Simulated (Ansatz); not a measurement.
# ScTi11O24: the cost of one run

Program: Ansatz 0.2.0. Level of theory: DFT, PBE, plane-wave PAW, default files, scalar-relativistic, as far as a step names no other. These are calculated values, not measurements.

### 1 The starting structure

The structure is orthorhombic, space group Pmm2 (No. 25). The conventional cell has a = 6.494 Å, b = 6.494 Å, c = 8.872 Å, α = 90.00°, β = 90.00°, γ = 90.00°. Sc (site symmetry mm2) is surrounded by 6 O at 1.86 to 2.04 Å. Ti (site symmetry mm2) has 6 O at 1.95 to 1.98 Å in its first shell of neighbours. Only part of the 24 independent sites is listed.

Coordinates:

```
Sc Ti O
1.0
     4.59220    4.59220    0.00000
    -4.59220    4.59220    0.00000
     0.00000    0.00000    8.87220
Sc Ti O
1 11 24
Direct
  0.00000 0.00000 0.01353
  0.00000 0.00000 0.33333
  0.00000 0.00000 0.66667
  0.50000 0.50000 0.00000
  0.50000 0.50000 0.33333
  0.50000 0.50000 0.66667
  0.50000 0.00000 0.16667
  0.50000 0.00000 0.50000
  0.50000 0.00000 0.83333
  0.00000 0.50000 0.16667
  0.00000 0.50000 0.50000
  0.00000 0.50000 0.83333
  0.30496 0.00000 0.00000
  0.30496 0.00000 0.33333
  0.30496 0.00000 0.66667
  0.80496 0.50000 0.00000
  0.80496 0.50000 0.33333
  0.80496 0.50000 0.66667
  0.50000 0.30496 0.16667
  0.50000 0.30496 0.50000
  0.50000 0.30496 0.83333
  0.00000 0.80496 0.16667
  0.00000 0.80496 0.50000
  0.00000 0.80496 0.83333
  0.69504 0.00000 0.00000
  0.69504 0.00000 0.33333
  0.69504 0.00000 0.66667
  0.19504 0.50000 0.00000
  0.19504 0.50000 0.33333
  0.19504 0.50000 0.66667
  0.50000 0.69504 0.16667
  0.50000 0.69504 0.50000
  0.50000 0.69504 0.83333
  0.00000 0.19504 0.16667
  0.00000 0.19504 0.50000
  0.00000 0.19504 0.83333
```

Atom 1 of the input is the impurity.

### 2 Relaxation of the positions

File input.yaml:

```yaml
crystal:
  lattice:
    - [4.5922, 4.5922, 0.0]
    - [-4.5922, 4.5922, 0.0]
    - [0.0, 0.0, 8.8722]
  atoms:
    - { symbol: Sc, position: [0.0, 0.0, 0.0135253939], spin: 1.0 }
    - { symbol: Ti, position: [0.0, 0.0, 0.3333333333] }
    - { symbol: Ti, position: [0.0, 0.0, 0.6666666667] }
    - { symbol: Ti, position: [0.5, 0.5, 0.0] }
    - { symbol: Ti, position: [0.5, 0.5, 0.3333333333] }
    - { symbol: Ti, position: [0.5, 0.5, 0.6666666667] }
    - { symbol: Ti, position: [0.5, 0.0, 0.1666666667] }
    - { symbol: Ti, position: [0.5, 0.0, 0.5] }
    - { symbol: Ti, position: [0.5, 0.0, 0.8333333333] }
    - { symbol: Ti, position: [0.0, 0.5, 0.1666666667] }
    - { symbol: Ti, position: [0.0, 0.5, 0.5] }
    - { symbol: Ti, position: [0.0, 0.5, 0.8333333333] }
    - { symbol: O, position: [0.30496, 0.0, 0.0] }
    - { symbol: O, position: [0.30496, 0.0, 0.3333333333] }
    - { symbol: O, position: [0.30496, 0.0, 0.6666666667] }
    - { symbol: O, position: [0.80496, 0.5, 0.0] }
    - { symbol: O, position: [0.80496, 0.5, 0.3333333333] }
    - { symbol: O, position: [0.80496, 0.5, 0.6666666667] }
    - { symbol: O, position: [0.5, 0.30496, 0.1666666667] }
    - { symbol: O, position: [0.5, 0.30496, 0.5] }
    - { symbol: O, position: [0.5, 0.30496, 0.8333333333] }
    - { symbol: O, position: [0.0, 0.80496, 0.1666666667] }
    - { symbol: O, position: [0.0, 0.80496, 0.5] }
    - { symbol: O, position: [0.0, 0.80496, 0.8333333333] }
    - { symbol: O, position: [0.69504, 0.0, 0.0] }
    - { symbol: O, position: [0.69504, 0.0, 0.3333333333] }
    - { symbol: O, position: [0.69504, 0.0, 0.6666666667] }
    - { symbol: O, position: [0.19504, 0.5, 0.0] }
    - { symbol: O, position: [0.19504, 0.5, 0.3333333333] }
    - { symbol: O, position: [0.19504, 0.5, 0.6666666667] }
    - { symbol: O, position: [0.5, 0.69504, 0.1666666667] }
    - { symbol: O, position: [0.5, 0.69504, 0.5] }
    - { symbol: O, position: [0.5, 0.69504, 0.8333333333] }
    - { symbol: O, position: [0.0, 0.19504, 0.1666666667] }
    - { symbol: O, position: [0.0, 0.19504, 0.5] }
    - { symbol: O, position: [0.0, 0.19504, 0.8333333333] }
magnetization:
  spin_polarized: true
kpoints:
  mp_grid: { grid: [3, 3, 2] }
scf:
  occupations: { method: fermi_dirac, width: 0.01 }
hamiltonian:
  xc: pbe
  pseudopotentials: { kind: paw }
output:
  forces: true
  stress: true
  populations: true
  efg:
    quadrupole_moments_barn: { Sc: -0.22, Ti: 0.247, O: -0.02558 }
    contact_densities: true
relax:
  f_tol: 0.03
  max_steps: 40
```

Command:

```sh
$ ansatz run input.yaml --threads 4 --pin off --max-ram 10240MiB --backend cpu --events-out ev --progress --plain --runs-dir out
```

**Question.** How long does this run take on 4 threads of Intel Xeon Platinum 8259CL at 2.50GHz (Skylake/Cascade Lake), shared host, and how much memory does it need?

About 3.3 min, with a peak of 2.4 GiB.
